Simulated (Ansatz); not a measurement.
# CH3ClF2Sn: the cost of one run

The runs use Ansatz 0.2.0, Gaussian basis; the settings change from run to run.

1 further run of the same task is left out (for a known fault of the program).

### Step 1. The geometry

The structure was relaxed beforehand with PBE0-D4 in a triple-zeta def2 set. Sn takes a core potential in def2 sets; no spin-orbit term is included.

SMILES `[CH3][Sn]([F])([F])[Cl]`, 8 atoms, charge 0, spin multiplicity 1.

Atoms are counted from 1 here; the program's logs count them from 0.

Bond lengths: C1–Sn2 2.106 Å, C1–H6 1.089 Å, C1–H7 1.089 Å, C1–H8 1.089 Å, Sn2–F3 1.903 Å, Sn2–F4 1.903 Å, Sn2–Cl5 2.294 Å. Angles: Sn2–C1–H6 108.1°, Sn2–C1–H7 108.7°, Sn2–C1–H8 108.7°, H6–C1–H7 110.4°, H6–C1–H8 110.4°, H7–C1–H8 110.4°, C1–Sn2–F3 111.6°, C1–Sn2–F4 111.7°, C1–Sn2–Cl5 117.1°, F3–Sn2–F4 103.3°, F3–Sn2–Cl5 106.0°, F4–Sn2–Cl5 106.0°.

### Step 2. RPA/def2-SVPD

Options: unrestricted orbitals.

File in.yaml:

```yaml
crystal:
  periodic: [false, false, false]
  atoms:
    - {symbol: C, position_ang: [-1.020584, -0.227910, 0.624034]}
    - {symbol: Sn, position_ang: [0.747429, 0.122220, -0.465579]}
    - {symbol: F, position_ang: [2.153556, -1.033930, 0.087730]}
    - {symbol: F, position_ang: [0.532246, -0.301360, -2.307939]}
    - {symbol: Cl, position_ang: [1.611758, 2.246688, -0.400815]}
    - {symbol: H, position_ang: [-1.304845, -1.269461, 0.482569]}
    - {symbol: H, position_ang: [-0.827936, -0.026273, 1.676286]}
    - {symbol: H, position_ang: [-1.799523, 0.432927, 0.247817]}
basis:
  gaussian: {orbitals: def2-SVPD}
magnetization: {spin_polarized: true, initial_magnetization: 0}
hamiltonian: {xc: {name: HF}}
correlation: {method: rpa}
```

Command:

```
$ ansatz run in.yaml --threads 2 --pin off --events-out ev --progress --plain --max-ram 32768MiB --backend cpu
```

Q: Estimate wall time and peak memory on 2 threads of AMD EPYC 7R13, shared host.

About 5.5 s, with a peak of 0.56 GiB.
